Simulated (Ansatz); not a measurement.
# GaH₃O₂ + H₂O: a complex and its separated parts

The complex below is one end of an elementary step. How strongly is it bound against its free parts?

Program: Ansatz 0.2.0, Gaussian basis. Level of theory: PBE0-D4/def2-TZVP structures, single points in def2-TZVPP, no counterpoise correction. These are calculated values, not measurements.

Levels: SPW92, PBE-D4, BLYP-D4, r2SCAN-D4, B97M-V, PBE0-D4, B3LYP-D4, r2SCAN0-D4, BHLYP-D4, CAM-B3LYP-D4, wB97X-V, wB97M-V, B2PLYP, PBE-QIDH, RPA on PBE, Hartree-Fock, MP2, CCSD, CCSD(T).

Correlated methods freeze the cores. Filled d shells of the heavier atoms are correlated. B3LYP uses VWN-RPA correlation. B2PLYP carries no dispersion term here.

94 further runs of the same task are left out: 94 set aside as unsound or not needed. Runs told in other sessions of the task aren't counted.

## Step 1: The starting structure

The complex: 9 atoms, charge 0, spin multiplicity 1.

Atoms are counted from 1 here; the program's logs count them from 0.

Bond lengths: Ga1–H2 1.558 Å, Ga1–O3 1.826 Å, Ga1–O4 1.796 Å, Ga1–O6 2.157 Å, O3–H7 0.959 Å, O4–H8 0.958 Å, H5–O6 0.962 Å, O6–H9 0.977 Å. Angles: H2–Ga1–O3 121.4°, H2–Ga1–O4 124.9°, H2–Ga1–O6 101.4°, O3–Ga1–O4 109.6°, O3–Ga1–O6 81.0°, O4–Ga1–O6 105.9°, Ga1–O3–H7 112.7°, Ga1–O4–H8 114.5°, Ga1–O6–H5 115.7°, Ga1–O6–H9 87.1°, H5–O6–H9 107.3°.

Geometry (Å):

```xyz
9

Ga   -0.2311    0.4057    0.4925
H    -1.2111    1.6096    0.3618
O    -0.8305   -1.3190    0.4519
O     1.3697    0.4671    1.3035
H    -0.4240    0.3599   -2.2170
O     0.1736   -0.0420   -1.5786
H    -0.3618   -1.8883    1.0654
H     1.6737    1.3500    1.5177
H    -0.1585   -0.9431   -1.3973
```

Its parts: GaH₃O₂ holds atoms 1, 2, 3, 4, 7, 8; H₂O holds atoms 5, 6, 9. Each part counts its atoms afresh in its own runs.

## Step 2: Relaxing GaH₃O₂ alone

File relax-a/in.yaml:

```yaml
crystal:
  periodic: [false, false, false]
  atoms:
    - {symbol: Ga, position_ang: [-0.231058, 0.405735, 0.492498]}
    - {symbol: H, position_ang: [-1.211135, 1.609609, 0.361756]}
    - {symbol: O, position_ang: [-0.830528, -1.318974, 0.451924]}
    - {symbol: O, position_ang: [1.369744, 0.467127, 1.303496]}
    - {symbol: H, position_ang: [-0.361838, -1.888270, 1.065403]}
    - {symbol: H, position_ang: [1.673713, 1.349972, 1.517698]}
basis:
  gaussian: {orbitals: def2-TZVP}
hamiltonian: {xc: pbe0, dispersion: d4}
relax: {f_tol: 0.005, max_steps: 200}
```

Command:

```sh
> ansatz run in.yaml --threads 4 --pin off --events-out ev --progress --plain --max-ram 9574MiB
```

The program printed, shortened:

```text
Functional definition: PBE0
  name "PBE0"
  cite "Adamo & Barone, J. Chem. Phys. 110, 6158 (1999) doi:10.1063/1.478522"
  cite "Perdew, Burke & Ernzerhof, Phys. Rev. Lett. 77, 3865 (1996) doi:10.1103/PhysRevLett.77.3865"
  parent pbe
[...]
847 factors; their error is unknown
[...]
mean field -56512.81083864 eV, -2076.8074925612 hartree, gradient 1.6e-5 eV, S^2 0.000000; 0 other end points of the search recorded, 0 dependent functions left out
[...]
reference -56512.81086523 eV, -2076.8074935382 hartree; 25, 25 occupied and 103, 103 virtual orbitals, 847 factors
[...]
reference -56512.98091477 eV, -2076.8137427436 hartree; 25, 25 occupied and 103, 103 virtual orbitals, 847 factors
Total energy: -56513.04854878 eV, -2076.8162282475 hartree
Atom 0 at    -0.303553     0.390600     0.687663 Å, force    -0.001004    -0.001848    -0.000443 eV/Å
Atom 1 at    -1.158266     1.597679     0.235630 Å, force     0.000107     0.001988    -0.000505 eV/Å
Atom 2 at    -0.906814    -1.276040     0.566318 Å, force     0.001137     0.001962     0.001577 eV/Å
Atom 3 at     1.344786     0.475392     1.370138 Å, force    -0.000743    -0.001089    -0.000994 eV/Å
Atom 4 at    -0.271976    -1.922989     0.883828 Å, force     0.001140    -0.000824    -0.000239 eV/Å
Atom 5 at     1.704722     1.360558     1.449198 Å, force    -0.000637    -0.000189     0.000603 eV/Å
Dipole moment:     0.139468     0.343797     0.031121 e Å
```

Wall time 20 s (4 threads of Intel Xeon at 2.50GHz, shared host).

The steps of the relaxation:

```tsv
step	energy from step 1 (eV)	largest force component (eV/Å)
1	0.0000	1.0243
2	-0.1218	0.4595
3	-0.1420	0.6697
4	-0.1633	0.1759
5	-0.1700	0.0659
6	-0.1703	0.0289
7	-0.1703	0.0020
```

Close pairs (by a distance rule), those that changed most:

```tsv
bond	before (Å)	after (Å)	change (Å)
Ga1–O3	1.826	1.777	-0.050
Ga1–H2	1.558	1.547	-0.011
Ga1–O4	1.796	1.786	-0.010
O3–H5	0.959	0.960	+0.001
O4–H6	0.958	0.959	+0.001
```

## Step 3: Relaxing H₂O alone

File relax-b/in.yaml:

```yaml
crystal:
  periodic: [false, false, false]
  atoms:
    - {symbol: H, position_ang: [-0.424028, 0.359870, -2.216955]}
    - {symbol: O, position_ang: [0.173614, -0.042044, -1.578567]}
    - {symbol: H, position_ang: [-0.158485, -0.943126, -1.397252]}
basis:
  gaussian: {orbitals: def2-TZVP}
hamiltonian: {xc: pbe0, dispersion: d4}
relax: {f_tol: 0.005, max_steps: 200}
```

Command:

```sh
> ansatz run in.yaml --threads 4 --pin off --events-out ev --progress --plain --max-ram 9574MiB
```

The program printed, shortened:

```text
[... 5 set-up lines as earlier in the session ...]
[...]
239 factors; their error is unknown
[...]
mean field -2078.32041189 eV, -76.3768664010 hartree, gradient 2.8e-5 eV, S^2 0.000000; 0 other end points of the search recorded, 0 dependent functions left out
[...]
reference -2078.33309075 eV, -76.3773323402 hartree; 5, 5 occupied and 38, 38 virtual orbitals, 239 factors
Total energy: -2078.33734657 eV, -76.3774887387 hartree
Atom 0 at    -0.425129     0.343712    -2.210075 Å, force     0.000862    -0.000696     0.000976 eV/Å
Atom 1 at     0.179287    -0.043885    -1.573449 Å, force    -0.000347     0.001768    -0.001102 eV/Å
Atom 2 at    -0.163056    -0.925127    -1.409250 Å, force    -0.000515    -0.001072     0.000126 eV/Å
Dipole moment:    -0.349096    -0.182028    -0.174194 e Å
```

Run time: 2.5 s. Hardware: 4 threads of Intel Xeon at 2.50GHz, shared host.

Step by step:

```tsv
step	energy from step 1 (eV)	largest force component (eV/Å)
1	0.0000	0.9036
2	-0.0116	0.1963
3	-0.0126	0.0761
4	-0.0126	0.0018
```

Close pairs (by a distance rule), those that changed most:

```tsv
bond	before (Å)	after (Å)	change (Å)
O2–H3	0.977	0.960	-0.018
H1–O2	0.962	0.960	-0.003
```

## Step 4: SPW92/def2-TZVPP

File parta/in.yaml:

```yaml
crystal:
  periodic: [false, false, false]
  atoms:
    - {symbol: Ga, position_ang: [-0.303553, 0.390600, 0.687663]}
    - {symbol: H, position_ang: [-1.158266, 1.597679, 0.235630]}
    - {symbol: O, position_ang: [-0.906814, -1.276040, 0.566318]}
    - {symbol: O, position_ang: [1.344786, 0.475392, 1.370138]}
    - {symbol: H, position_ang: [-0.271976, -1.922989, 0.883828]}
    - {symbol: H, position_ang: [1.704722, 1.360558, 1.449198]}
basis:
  gaussian: {orbitals: def2-TZVPP}
hamiltonian: {xc: lda}
```

File partb/in.yaml:

```yaml
crystal:
  periodic: [false, false, false]
  atoms:
    - {symbol: H, position_ang: [-0.425129, 0.343712, -2.210075]}
    - {symbol: O, position_ang: [0.179287, -0.043885, -1.573449]}
    - {symbol: H, position_ang: [-0.163056, -0.925127, -1.409250]}
basis:
  gaussian: {orbitals: def2-TZVPP}
hamiltonian: {xc: lda}
```

The same command starts each run, in its folder.

Command:

```sh
> ansatz run in.yaml --threads 4 --pin off --events-out ev --progress --plain --max-ram 9574MiB
```

parta printed, shortened:

```text
Functional definition: SPW92
  name "SPW92"
  cite "Dirac, Proc. Camb. Phil. Soc. 26, 376 (1930) doi:10.1017/S0305004100016108"
  cite "Slater, Phys. Rev. 81, 385 (1951) doi:10.1103/PhysRev.81.385"
  cite "Perdew & Wang, Phys. Rev. B 45, 13244 (1992) doi:10.1103/PhysRevB.45.13244"
[...]
847 factors; their error is unknown
[...]
mean field -56412.34326028 eV, -2073.1153771556 hartree, gradient 8.4e-5 eV, S^2 0.000000; 0 other end points of the search recorded, 0 dependent functions left out
reference -56412.34329398 eV, -2073.1153783941 hartree; 25, 25 occupied and 127, 127 virtual orbitals, 847 factors
Total energy: -56412.34329398 eV, -2073.1153783941 hartree
```

partb printed, shortened:

```text
[... 5 set-up lines as earlier in the session ...]
[...]
269 factors; their error is unknown
[...]
mean field -2065.39694570 eV, -75.9019377782 hartree, gradient 5.3e-5 eV, S^2 0.000000; 0 other end points of the search recorded, 0 dependent functions left out
reference -2065.39696453 eV, -75.9019384703 hartree; 5, 5 occupied and 54, 54 virtual orbitals, 269 factors
Total energy: -2065.39696453 eV, -75.9019384703 hartree
```

They took 1.3 s (parta), 0.41 s (partb) on 4 threads of Intel Xeon at 2.50GHz, shared host.

## Step 5: PBE-D4/def2-TZVPP

Each input of step 4 (parta, partb) changes in the same lines:

```diff
-hamiltonian: {xc: lda}
+hamiltonian: {xc: pbe, dispersion: d4}
```

One command serves all of them, each in its own folder.

Command:

```sh
> ansatz run in.yaml --threads 4 --pin off --events-out ev --progress --plain --max-ram 9574MiB
```

parta printed, shortened:

```text
Functional definition: PBE
  name "PBE"
[... 2 set-up lines as earlier in the session ...]
[...]
847 factors; their error is unknown
[...]
mean field -56512.08107410 eV, -2076.7806742088 hartree, gradient 8.0e-5 eV, S^2 0.000000; 0 other end points of the search recorded, 0 dependent functions left out
reference -56512.08111007 eV, -2076.7806755308 hartree; 25, 25 occupied and 127, 127 virtual orbitals, 847 factors
Total energy: -56512.16209421 eV, -2076.7836516431 hartree
```

Log of partb, shortened:

```text
[... 4 set-up lines as earlier in the session ...]
[...]
269 factors; their error is unknown
[...]
mean field -2078.40756964 eV, -76.3800693892 hartree, gradient 4.8e-5 eV, S^2 0.000000; 0 other end points of the search recorded, 0 dependent functions left out
reference -2078.40759012 eV, -76.3800701415 hartree; 5, 5 occupied and 54, 54 virtual orbitals, 269 factors
Total energy: -2078.41290716 eV, -76.3802655394 hartree
```

They took 1.5 s (parta), 0.51 s (partb) on 4 threads of Intel Xeon at 2.50GHz, shared host.

## Step 6: BLYP-D4/def2-TZVPP

Each input of step 5 (parta, partb) changes in the same lines:

```diff
-hamiltonian: {xc: pbe, dispersion: d4}
+hamiltonian: {xc: {name: BLYP}, dispersion: d4}
```

One command serves all of them, each in its own folder.

Command:

```sh
> ansatz run in.yaml --threads 4 --pin off --events-out ev --progress --plain --max-ram 9574MiB
```

parta printed, shortened:

```text
Functional definition: BLYP
  name "BLYP"
  cite "Becke, Phys. Rev. A 38, 3098 (1988) doi:10.1103/PhysRevA.38.3098"
  cite "Lee, Yang & Parr, Phys. Rev. B 37, 785 (1988) doi:10.1103/PhysRevB.37.785"
[...]
847 factors; their error is unknown
[...]
mean field -56525.68156135 eV, -2077.2804828965 hartree, gradient 8.7e-5 eV, S^2 0.000000; 0 other end points of the search recorded, 0 dependent functions left out
reference -56525.68185424 eV, -2077.2804936601 hartree; 25, 25 occupied and 127, 127 virtual orbitals, 847 factors
Total energy: -56525.86104868 eV, -2077.2870789342 hartree
```

partb printed, shortened:

```text
[... 4 set-up lines as earlier in the session ...]
[...]
269 factors; their error is unknown
[...]
mean field -2080.27678551 eV, -76.4487618054 hartree, gradient 9.0e-5 eV, S^2 0.000000; 0 other end points of the search recorded, 0 dependent functions left out
reference -2080.27697506 eV, -76.4487687712 hartree; 5, 5 occupied and 54, 54 virtual orbitals, 269 factors
Total energy: -2080.28981746 eV, -76.4492407207 hartree
```

Wall times: 1.5 s (parta), 0.56 s (partb) on 4 threads of Intel Xeon at 2.50GHz, shared host.

## Step 7: r2SCAN-D4/def2-TZVPP

Each input of step 6 (parta, partb) changes in the same lines:

```diff
-hamiltonian: {xc: {name: BLYP}, dispersion: d4}
+hamiltonian: {xc: r2scan, dispersion: d4}
```

One command serves all of them, each in its own folder.

Command:

```sh
> ansatz run in.yaml --threads 4 --pin off --events-out ev --progress --plain --max-ram 9574MiB
```

Log of parta, shortened:

```text
Functional definition: r2SCAN
  name "r2SCAN"
  cite "Furness, Kaplan, Ning, Perdew & Sun, J. Phys. Chem. Lett. 11, 8208 (2020) doi:10.1021/acs.jpclett.0c02405"
  cite "Furness, Kaplan, Ning, Perdew & Sun, J. Phys. Chem. Lett. 11, 9248 (2020) doi:10.1021/acs.jpclett.0c03077"
  parent r2scan
[...]
847 factors; their error is unknown
[...]
mean field -56522.14674399 eV, -2077.1505807546 hartree, gradient 5.4e-5 eV, S^2 0.000000; 0 other end points of the search recorded, 0 dependent functions left out
reference -56522.14675466 eV, -2077.1505811467 hartree; 25, 25 occupied and 127, 127 virtual orbitals, 847 factors
Total energy: -56522.16501439 eV, -2077.1512521794 hartree
```

partb printed, shortened:

```text
[... 5 set-up lines as earlier in the session ...]
[...]
269 factors; their error is unknown
[...]
mean field -2079.58114561 eV, -76.4231975103 hartree, gradient 8.5e-5 eV, S^2 0.000000; 0 other end points of the search recorded, 0 dependent functions left out
reference -2079.58115081 eV, -76.4231977016 hartree; 5, 5 occupied and 54, 54 virtual orbitals, 269 factors
Total energy: -2079.58242334 eV, -76.4232444660 hartree
```

Times: 2.7 s (parta), 1.1 s (partb) on 4 threads of Intel Xeon at 2.50GHz, shared host.

## Step 8: B97M-V/def2-TZVPP

The same edit goes into each in.yaml of step 7 (parta, partb):

```diff
-hamiltonian: {xc: r2scan, dispersion: d4}
+hamiltonian: {xc: {name: B97M-V}}
```

One command serves all of them, each in its own folder.

Command:

```sh
> ansatz run in.yaml --threads 4 --pin off --events-out ev --progress --plain --max-ram 9574MiB
```

parta printed, shortened:

```text
Functional definition: B97M-V
  name "B97M-V"
  cite "Mardirossian & Head-Gordon, J. Chem. Phys. 142, 074111 (2015) doi:10.1063/1.4907719"
  cite "Becke, J. Chem. Phys. 107, 8554 (1997) doi:10.1063/1.475007"
  cite "Vydrov & Van Voorhis, J. Chem. Phys. 133, 244103 (2010) doi:10.1063/1.3521275"
  # Of w^i u^j: cxij and so on, Table III.
[...]
  gx(w, u) = cx00 + cx01*u + cx02*u^2 + (cx10 + cx11*u)*w
[...]
  gos(w, u) = cos00 + cos01*u + cos03*u^3 + cos10*w + cos32*w^3*u^2
[...]
      + integral(e_c_pw_mod_opposite_spin*gos(b97_w_opposite, b97_u_opposite)) + vv10(b, c)
847 factors; their error is unknown
[...]
mean field -56513.05929612 eV, -2076.8166232052 hartree, gradient 4.0e-5 eV, S^2 0.000000; 0 other end points of the search recorded, 0 dependent functions left out
reference -56513.05934903 eV, -2076.8166251495 hartree; 25, 25 occupied and 127, 127 virtual orbitals, 847 factors
Total energy: -56513.05934903 eV, -2076.8166251495 hartree
```

partb printed, shortened:

```text
[... 5 set-up lines as earlier in the session ...]
  # Of w^i u^j: cxij and so on, Table III.
[...]
  gx(w, u) = cx00 + cx01*u + cx02*u^2 + (cx10 + cx11*u)*w
[...]
  gos(w, u) = cos00 + cos01*u + cos03*u^3 + cos10*w + cos32*w^3*u^2
[...]
      + integral(e_c_pw_mod_opposite_spin*gos(b97_w_opposite, b97_u_opposite)) + vv10(b, c)
269 factors; their error is unknown
[...]
mean field -2079.93550969 eV, -76.4362201502 hartree, gradient 2.9e-5 eV, S^2 0.000000; 0 other end points of the search recorded, 0 dependent functions left out
reference -2079.93553650 eV, -76.4362211356 hartree; 5, 5 occupied and 54, 54 virtual orbitals, 269 factors
Total energy: -2079.93553650 eV, -76.4362211356 hartree
```

Wall times: 4.8 s (parta), 1.1 s (partb) on 4 threads of Intel Xeon at 2.50GHz, shared host.

## Step 9: PBE0-D4/def2-TZVPP

Each input of step 8 (parta, partb) changes in the same lines:

```diff
-hamiltonian: {xc: {name: B97M-V}}
+hamiltonian: {xc: pbe0, dispersion: d4}
+output: {orbitals: {seedname: orbitals}}
```

One command serves all of them, each in its own folder.

Command:

```sh
> ansatz run in.yaml --threads 4 --pin off --events-out ev --progress --plain --max-ram 9574MiB
```

Output in parta, shortened:

```text
[... 5 set-up lines as earlier in the session ...]
[...]
892 factors; their error is unknown
[...]
mean field -56513.07470269 eV, -2076.8171893859 hartree, gradient 5.3e-5 eV, S^2 0.000000; 0 other end points of the search recorded, 0 dependent functions left out
reference -56513.07472934 eV, -2076.8171903652 hartree; 25, 25 occupied and 127, 127 virtual orbitals, 892 factors
Total energy: -56513.14236335 eV, -2076.8196758692 hartree
```

partb printed, shortened:

```text
[... 5 set-up lines as earlier in the session ...]
[...]
269 factors; their error is unknown
[...]
mean field -2078.42781942 eV, -76.3808135547 hartree, gradient 1.3e-5 eV, S^2 0.000000; 0 other end points of the search recorded, 0 dependent functions left out
reference -2078.42783392 eV, -76.3808140877 hartree; 5, 5 occupied and 54, 54 virtual orbitals, 269 factors
Total energy: -2078.43208974 eV, -76.3809704862 hartree
```

Times: 2.5 s (parta), 0.61 s (partb) on 4 threads of Intel Xeon at 2.50GHz, shared host.

## Step 10: B3LYP-D4/def2-TZVPP

Each input of step 9 (parta, partb) changes in the same lines:

```diff
-hamiltonian: {xc: pbe0, dispersion: d4}
-output: {orbitals: {seedname: orbitals}}
+hamiltonian: {xc: {name: B3LYP}, dispersion: d4}
```

One command serves all of them, each in its own folder.

Command:

```sh
> ansatz run in.yaml --threads 4 --pin off --events-out ev --progress --plain --max-ram 9574MiB
```

Log of parta, shortened:

```text
Functional definition: B3LYP
  name "B3LYP"
  cite "Stephens, Devlin, Chabalowski & Frisch, J. Phys. Chem. 98, 11623 (1994) doi:10.1021/j100096a001"
[... 2 set-up lines as earlier in the session ...]
  cite "Vosko, Wilk & Nusair, Can. J. Phys. 58, 1200 (1980) doi:10.1139/p80-159"
[...]
882 factors; their error is unknown
[...]
mean field -56525.86579466 eV, -2077.2872533457 hartree, gradient 1.2e-5 eV, S^2 0.000000; 0 other end points of the search recorded, 0 dependent functions left out
reference -56525.86601340 eV, -2077.2872613845 hartree; 25, 25 occupied and 127, 127 virtual orbitals, 882 factors
Total energy: -56525.99809485 eV, -2077.2921152879 hartree
```

Log of partb, shortened:

```text
[... 6 set-up lines as earlier in the session ...]
[...]
269 factors; their error is unknown
[...]
mean field -2080.76395961 eV, -76.4666651234 hartree, gradient 1.4e-5 eV, S^2 0.000000; 0 other end points of the search recorded, 0 dependent functions left out
reference -2080.76409798 eV, -76.4666702080 hartree; 5, 5 occupied and 54, 54 virtual orbitals, 269 factors
Total energy: -2080.77252402 eV, -76.4669798595 hartree
```

Times: 2.5 s (parta), 0.56 s (partb) on 4 threads of Intel Xeon at 2.50GHz, shared host.

## Step 11: r2SCAN0-D4/def2-TZVPP

The same edit goes into each in.yaml of step 10 (parta, partb):

```diff
-hamiltonian: {xc: {name: B3LYP}, dispersion: d4}
+hamiltonian: {xc: {name: r2SCAN0}, dispersion: d4}
```

One command serves all of them, each in its own folder.

Command:

```sh
> ansatz run in.yaml --threads 4 --pin off --events-out ev --progress --plain --max-ram 9574MiB
```

parta printed, shortened:

```text
Functional definition: r2SCAN0
  name "r2SCAN0"
  cite "Bursch, Neugebauer, Ehlert & Grimme, J. Chem. Phys. 156, 134105 (2022) doi:10.1063/5.0086040"
[... 3 set-up lines as earlier in the session ...]
[...]
892 factors; their error is unknown
[...]
mean field -56520.73403816 eV, -2077.0986647728 hartree, gradient 1.6e-5 eV, S^2 0.000000; 0 other end points of the search recorded, 0 dependent functions left out
reference -56520.73404665 eV, -2077.0986650847 hartree; 25, 25 occupied and 127, 127 virtual orbitals, 892 factors
Total energy: -56520.75582829 eV, -2077.0994655455 hartree
```

Output in partb, shortened:

```text
[... 6 set-up lines as earlier in the session ...]
[...]
269 factors; their error is unknown
[...]
mean field -2079.27470434 eV, -76.4119360015 hartree, gradient 2.0e-5 eV, S^2 0.000000; 0 other end points of the search recorded, 0 dependent functions left out
reference -2079.27470844 eV, -76.4119361522 hartree; 5, 5 occupied and 54, 54 virtual orbitals, 269 factors
Total energy: -2079.27611259 eV, -76.4119877538 hartree
```

Times: 4.2 s (parta), 1 s (partb) on 4 threads of Intel Xeon at 2.50GHz, shared host.

## Step 12: BHLYP-D4/def2-TZVPP

The same edit goes into each in.yaml of step 11 (parta, partb):

```diff
-hamiltonian: {xc: {name: r2SCAN0}, dispersion: d4}
+hamiltonian: {xc: {name: BHLYP}, dispersion: d4}
```

Each run has its own folder and the same command.

Command:

```sh
> ansatz run in.yaml --threads 4 --pin off --events-out ev --progress --plain --max-ram 9574MiB
```

Output in parta, shortened:

```text
Functional definition: BHLYP
  name "BHLYP"
  cite "Becke, J. Chem. Phys. 98, 1372 (1993) doi:10.1063/1.464304"
[... 2 set-up lines as earlier in the session ...]
[...]
984 factors; their error is unknown
[...]
mean field -56521.63091645 eV, -2077.1316244422 hartree, gradient 3.6e-5 eV, S^2 0.000000; 0 other end points of the search recorded, 0 dependent functions left out
reference -56521.63106373 eV, -2077.1316298546 hartree; 25, 25 occupied and 127, 127 virtual orbitals, 984 factors
Total energy: -56521.73616970 eV, -2077.1354924278 hartree
```

Log of partb, shortened:

```text
[... 5 set-up lines as earlier in the session ...]
[...]
295 factors; their error is unknown
[...]
mean field -2079.57890656 eV, -76.4231152269 hartree, gradient 2.0e-5 eV, S^2 0.000000; 0 other end points of the search recorded, 0 dependent functions left out
reference -2079.57899735 eV, -76.4231185635 hartree; 5, 5 occupied and 54, 54 virtual orbitals, 295 factors
Total energy: -2079.58394916 eV, -76.4233005390 hartree
```

Wall times: 2.5 s (parta), 0.46 s (partb) on 4 threads of Intel Xeon at 2.50GHz, shared host.

(Part 1 of 2 ends here.)
